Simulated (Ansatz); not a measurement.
# H8C5S3O3: the cost of one run

All numbers below are computed with Ansatz 0.2.0 (DFT PBE+D3(BJ), plane waves, PAW, scalar-relativistic, no spin polarisation).

## Step 1: The structure to begin with

The cell holds 38 atoms (C10H16O6S6): a = 9.086 Å, b = 9.086 Å, c = 9.086 Å, α = 90.00°, β = 90.00°, γ = 90.00°.

The coordinates stand in the first input below.

## Step 2: Preparing the start

input.yaml reads:

```yaml
accuracy: low
crystal:
  lattice:
    - [9.085603, 0.0, 0.0]
    - [0.0, 9.085603, 0.0]
    - [0.0, 0.0, 9.085603]
  atoms:
    - { symbol: C, position: [0.5734645, 0.7782626, 0.0045332] }
    - { symbol: H, position: [0.6456129, 0.8525744, 0.0650006] }
    - { symbol: H, position: [0.5043518, 0.7179639, 0.0818083] }
    - { symbol: H, position: [0.6397405, 0.7008209, -0.0586666] }
    - { symbol: H, position: [0.5041527, 0.8416913, -0.0700096] }
    - { symbol: C, position: [0.2999511, 0.354084, 0.7547799] }
    - { symbol: H, position: [0.3987925, 0.4111882, 0.7915689] }
    - { symbol: H, position: [0.2241489, 0.3419617, 0.8469266] }
    - { symbol: H, position: [0.329648, 0.2456888, 0.7129166] }
    - { symbol: H, position: [0.2472151, 0.4174972, 0.6677074] }
    - { symbol: C, position: [0.1700473, 0.8030314, 0.2659362] }
    - { symbol: H, position: [0.1864828, 0.8959445, 0.3399698] }
    - { symbol: H, position: [0.0530444, 0.777591, 0.2590758] }
    - { symbol: H, position: [0.2293284, 0.7075608, 0.3078294] }
    - { symbol: H, position: [0.2113334, 0.8310295, 0.1568697] }
    - { symbol: C, position: [0.9325829, 0.1345208, 0.3186126] }
    - { symbol: H, position: [0.9166341, 0.1853498, 0.2111604] }
    - { symbol: H, position: [1.0372991, 0.1704908, 0.3647063] }
    - { symbol: H, position: [0.9330263, 0.0151801, 0.3067154] }
    - { symbol: H, position: [0.8433722, 0.1670625, 0.3918686] }
    - { symbol: O, position: [0.8392796, 0.415392, 0.8425616] }
    - { symbol: C, position: [0.8840605, 0.4236374, 0.9640471] }
    - { symbol: S, position: [0.9435263, 0.4345868, 1.1253712] }
    - { symbol: O, position: [0.1089666, 0.0279349, 0.6615585] }
    - { symbol: C, position: [0.139684, 0.0557717, 0.7844958] }
    - { symbol: S, position: [0.1804745, 0.0927369, 0.9477479] }
    - { symbol: O, position: [0.2394734, 0.6721425, 0.6287285] }
    - { symbol: C, position: [0.2593597, 0.6793674, 0.7567299] }
    - { symbol: S, position: [0.2857674, 0.6889616, 0.9267068] }
    - { symbol: O, position: [0.9888114, 0.6260078, 0.5265523] }
    - { symbol: C, position: [0.8753983, 0.6889686, 0.5288867] }
    - { symbol: S, position: [0.7247938, 0.772576, 0.5319866] }
    - { symbol: O, position: [0.5424863, 0.2093915, 0.6851115] }
    - { symbol: C, position: [0.5414311, 0.2150571, 0.8147218] }
    - { symbol: S, position: [0.5400297, 0.2225805, 0.9868351] }
    - { symbol: O, position: [0.4405456, 0.6122088, 0.3420738] }
    - { symbol: C, position: [0.4894047, 0.4922648, 0.3497061] }
    - { symbol: S, position: [0.5542862, 0.3329877, 0.3598412] }
basis:
  ecutwfc: 420.0
kpoints:
  mp_grid: { grid: [1, 1, 1] }
hamiltonian:
  xc: pbe
  dispersion: d3bj
scf:
  occupations: { method: fermi_dirac, width: 0.05 }
  lower_state_search: "off"
relax:
  f_tol: 0.3
  max_steps: 15
  adjacent_minimum: "off"
```

The run is started by

```bash
> ansatz run input.yaml --threads 1 --pin off --max-ram 3072MiB --backend cpu --events-out ev --progress --plain --runs-dir out
```

What time and memory should one allow on 1 thread of Arm Neoverse V1, shared host?

About 83 s, with a peak of 0.62 GiB.
